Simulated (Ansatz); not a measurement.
# AlClF2H2O: the cost of one run

Program: Ansatz 0.2.0. Level of theory: RHF/def2-SVP. These are calculated values, not measurements.

### Step 1. The starting structure

Bond lengths: Al1–Cl2 2.580 Å, Al1–F3 1.690 Å, Al1–F4 1.690 Å, Al1–O5 2.080 Å, O5–H6 1.010 Å. Angles: Cl2–Al1–F3 120.0°, Cl2–Al1–F4 120.0°, Cl2–Al1–O5 71.6°, F3–Al1–F4 120.0°, F3–Al1–O5 97.0°, F4–Al1–O5 101.2°, Al1–O5–H6 109.5°.

As a file:

```xyz
7

Al    0.0000    0.0000    0.0000
Cl    0.0000    0.0000    2.5800
F     1.4635    0.0000   -0.8450
F    -1.4635    0.0000   -0.8450
O     0.0869   -1.9720    0.6559
H    -0.4595   -2.5566    0.0397
H     0.0622   -1.4098    1.8287
```

### Step 2. A restrained relaxation towards end A

Springs on the bonds that form and break draw the guess towards this end; the thresholds are loose.

input.yaml reads:

```yaml
crystal:
  periodic: [false, false, false]
  atoms:
    - { symbol: Al, position_ang: [0.0, 0.0, 0.0] }
    - { symbol: Cl, position_ang: [0.0, 0.0, 2.58] }
    - { symbol: F, position_ang: [1.4635, 0.0, -0.845] }
    - { symbol: F, position_ang: [-1.4635, 0.0, -0.845] }
    - { symbol: O, position_ang: [0.0869, -1.972, 0.6559] }
    - { symbol: H, position_ang: [-0.4595, -2.5566, 0.0397] }
    - { symbol: H, position_ang: [0.0622, -1.4098, 1.8287] }
basis:
  gaussian: { orbitals: def2-SVP }
hamiltonian:
  xc: hf
relax:
  f_tol: 0.15
  max_steps: 25
  restrain:
    - { distance: [0, 4], at: 2.98, k: 30.0 }
    - { distance: [6, 1], at: 2.57, k: 30.0 }
    - { distance: [0, 1], at: 2.23, k: 30.0 }
    - { distance: [6, 4], at: 1.01, k: 30.0 }
```

On the command line:

```sh
$ ansatz run input.yaml --threads 1 --pin off --max-ram 2048MiB --backend cpu --events-out ev --progress --plain --runs-dir out
```

Q: Estimate wall time and peak memory on 1 thread of Arm Neoverse V1, shared host.

About 18 s, with a peak of 0.16 GiB.
